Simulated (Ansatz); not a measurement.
# ZrO5: the cost of one run

Program: Ansatz 0.2.0. Level of theory: DFT PBE, scalar-relativistic, plane waves, PAW. These are calculated values, not measurements.

## (1) The starting structure

Symmetry: F-43m, No. 216, cubic system. Conventional cell: a = 6.155 Å, b = 6.155 Å, c = 6.155 Å, α = 90.00°, β = 90.00°, γ = 90.00°. Zr (site symmetry -43m) has 16 O at 2.55 to 2.67 Å as nearest neighbours. O (site symmetry -43m) is surrounded by 12 O at 2.55 Å and 4 Zr at 2.67 Å. O (site symmetry 3m) has 9 O at 2.16 to 2.55 Å and 3 Zr at 2.55 Å as nearest neighbours.

Coordinates:

```
CELL_PARAMETERS angstrom
0.00000 3.07753 3.07753
3.07753 0.00000 3.07753
3.07753 3.07753 0.00000
ATOMIC_POSITIONS crystal
Zr 0.00000 0.00000 0.00000
O 0.25000 0.25000 0.25000
O 0.12831 0.62390 0.62390
O 0.62390 0.62390 0.62390
O 0.62390 0.62390 0.12831
O 0.62390 0.12831 0.62390
```

A structure generator made this guess: species swapped into a database cell of DyCu5 (F-43m, No. 216), with Zr on the Dy sites and O on the Cu sites. The dimensions are guesses.

## (2) A first look at the guess

The input, input.yaml:

```yaml
crystal:
  lattice:
    - [0.0, 3.07753133, 3.07753133]
    - [3.07753133, 0.0, 3.07753133]
    - [3.07753133, 3.07753133, 0.0]
  atoms:
    - { symbol: Zr, position: [0.0, 0.0, 0.0] }
    - { symbol: O, position: [0.25, 0.25, 0.25] }
    - { symbol: O, position: [0.12830949, 0.62389684, 0.62389684] }
    - { symbol: O, position: [0.62389684, 0.62389684, 0.62389684] }
    - { symbol: O, position: [0.62389684, 0.62389684, 0.12830949] }
    - { symbol: O, position: [0.62389684, 0.12830949, 0.62389684] }
basis:
  ecutwfc: 420
kpoints:
  mp_grid: { grid: [6, 6, 6] }
hamiltonian:
  xc: pbe
scf:
  occupations: { method: gaussian, width: 0.1 }
  lower_state_search: "off"
output:
  forces: true
  stress: true
  eigenvalues: true
```

Command:

```console
$ ansatz run input.yaml --threads 1 --pin off --max-ram 2560MiB --backend cpu --events-out ev --progress --plain --runs-dir out
```

**Question.** How long does this run take on 1 thread of Arm Neoverse V1, shared host, and how much memory does it need?

About 2.5 s, with a peak of 0.31 GiB.
